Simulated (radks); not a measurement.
# Xe⁴⁺ in [Kr] 4d10 5s1.75 5p2 6p0.25: an all-electron calculation

Aim: the levels, the sizes of the orbitals and the parts of the energy of the xenon ion Xe4+.

The numbers are computed with radks (a radial shooting solver on a logarithmic mesh, Libxc functionals) version 1 (scalar-relativistic Kohn-Sham, PBE, spin-polarised, spherical densities, point nucleus; open shells are filled with parallel spins first), except any that are marked as measured or tabulated.

## Step 1: Starting point

| Item | Value |
| --- | --- |
| element | xenon (Z = 54) |
| charge | +4 |
| electrons | 50 |
| configuration | [Kr] 4d10 5s1.75 5p2 6p0.25 |

## Step 2: The calculation

Input:

```text
Z 54
configuration [Kr] 4d10 5s1.75 5p2 6p0.25 6s0 5d0
relativity scalar-relativistic
functional pbe,pbe
spin polarised
nucleus point
c 137.035999084
```

Run with:

```
python run_ks.py task.json out
```

The same process makes all the runs of this session.

Q: Predict the outcome of this run.

The runs gave:

```
                        quantity                   value
                    total energy     -7443.00147 hartree
exchange-correlation share of it                  2.49 %
                            −T/E                  1.0517
          highest occupied level       6p up, -22.338 eV
    most extended occupied level  6p up, <r> = 3.92 bohr
 radius at density 0.001 e/bohr³               3.65 bohr
    maxima of the radial density                       4
```

6 principal shells are occupied and 4 maxima appear in the radial density; where shells overlap, one shows as a shoulder or not at all. Relativity lifts −T/E to 1.052. This is not the tabulated ground configuration, so its levels and sizes aren't those of the ground state, and no measured value stands beside it.
